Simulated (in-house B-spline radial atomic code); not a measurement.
# Lu¹²⁺: density, ELF and screening along the radius

How do the shells of Lu¹²⁺ show in real space, and how much do the settings move them?

The numbers are computed with in-house B-spline radial atomic code version 1 (several methods, spin-polarised, as named in each step; spherical all-electron atom at the radial basis limit), except any that are marked as measured or tabulated.

**1. The system**

- element: lutetium (Z = 71)
- charge: +12
- electrons: 59
- configuration: [Kr] 4d9 4f11 5s2 5p1
- nucleus: point (non-relativistic runs) or finite (X2C runs)

Outer shells as boxes (Hund's rule):

[Kr] 4d9 4f11 5s2 5p1
```
[Kr] core
4d [↑↓][↑↓][↑↓][↑↓][↑ ]
4f [↑↓][↑↓][↑↓][↑↓][↑ ][↑ ][↑ ]
5s [↑↓]
5p [↑ ][  ][  ]
```

Where spins are not typed, each open shell is filled with up spins first.

**2. r2SCAN, X2C, [Kr] 4d9 4f11 5s2 5p1**

Settings of the run:

```ini
Z = 71
electrons = 59.0
configuration = [Kr] 4d9 4f11 5s2 5p1
hamiltonian = x2c
method = r2scan
spin_polarised = True
nucleus = fermi
rms_radius = 5.37
mass_number = 175
atomic_mass = 174.940777211
speed_of_light = 137.035999084
```

Launch:

```console
$ python run_scf.py task.json out
```

The settings of every run stand in task.json; they run in order.

**3. r2SCAN, non-rel., [Kr] 4d9 4f11 5s2 6s1**

Settings of the run:

```ini
Z = 71
electrons = 59.0
configuration = [Kr] 4d9 4f11 5s2 6s1
hamiltonian = nr
method = r2scan
spin_polarised = True
```

**4. LDA (VWN5), X2C, [Kr] 4d10 4f10 5s2 5p1**

Settings of the run:

```ini
Z = 71
electrons = 59.0
configuration = [Kr] 4d10 4f10 5s2 5p1
hamiltonian = x2c
method = lda,vwn
spin_polarised = True
nucleus = fermi
rms_radius = 5.37
mass_number = 175
atomic_mass = 174.940777211
speed_of_light = 137.035999084
```

**5. PBE, X2C, [Kr] 4d10 4f10 5s2 6p1**

Settings of the run:

```ini
Z = 71
electrons = 59.0
configuration = [Kr] 4d10 4f10 5s2 6p1
hamiltonian = x2c
method = pbe,pbe
spin_polarised = True
nucleus = fermi
rms_radius = 5.37
mass_number = 175
atomic_mass = 174.940777211
speed_of_light = 137.035999084
```

**6. Hartree-Fock, X2C, [Kr] 4d9 4f11 5s2 6d1**

Settings of the run:

```ini
Z = 71
electrons = 59.0
configuration = [Kr] 4d9 4f11 5s2 6d1
hamiltonian = x2c
method = hf
spin_polarised = True
nucleus = fermi
rms_radius = 5.37
mass_number = 175
atomic_mass = 174.940777211
speed_of_light = 137.035999084
```

**Question.** How large is the system in each run, where do the shell borders lie, and what is the highest level?

The runs gave:

| run | total energy (hartree) | highest level (eV) | radius holding 50 / 90 / 99 % (bohr) | radius at n = 0.001 (bohr) | ELF minima on the full grid (bohr) |
| --- | --- | --- | --- | --- | --- |
| r2SCAN, X2C, [Kr] 4d9 4f11 5s2 5p1 | -14510.3336 | -229.23 | 0.311 / 0.792 / 1.38 | 2.15 | 0.030, 0.10, 0.28, 0.94 |
| r2SCAN, non-rel., [Kr] 4d9 4f11 5s2 6s1 | -13799.3181 | -137.67 | 0.317 / 0.796 / 1.90 | 2.98 | 0.032, 0.11, 0.33, 1.5 |
| LDA (VWN5), X2C, [Kr] 4d10 4f10 5s2 5p1 | -14507.5379 | -229.35 | 0.312 / 0.790 / 1.38 | 2.15 | 0.030, 0.10, 0.28, 0.94 |
| PBE, X2C, [Kr] 4d10 4f10 5s2 6p1 | -14513.4491 | -128.46 | 0.312 / 0.790 / 1.94 | 3.06 | 0.026, 0.12, 0.28, 1.5 |
| Hartree-Fock, X2C, [Kr] 4d9 4f11 5s2 6d1 | -14501.1962 | -107.76 | 0.311 / 0.791 / 2.24 | 3.41 | 0.028, 0.10, 0.30, 1.7 |

In the first run ELF has 4 minima on the grid, which mark the borders between shells. On the record's full grid the screened charge (r times the electrostatic potential) falls from 70.9 near the nucleus to 12.00 at 3.9 bohr; far out it tends to the net charge, 12. The radius that holds 99 % of the electrons runs from 1.38 bohr (LDA (VWN5), X2C, [Kr] 4d10 4f10 5s2 5p1) to 2.24 bohr (Hartree-Fock, X2C, [Kr] 4d9 4f11 5s2 6d1). The grid is coarse (about 22 % a step), so the places of minima are rough. For X2C runs ELF uses the non-relativistic kinetic energy density, and the fields carry no picture-change correction.
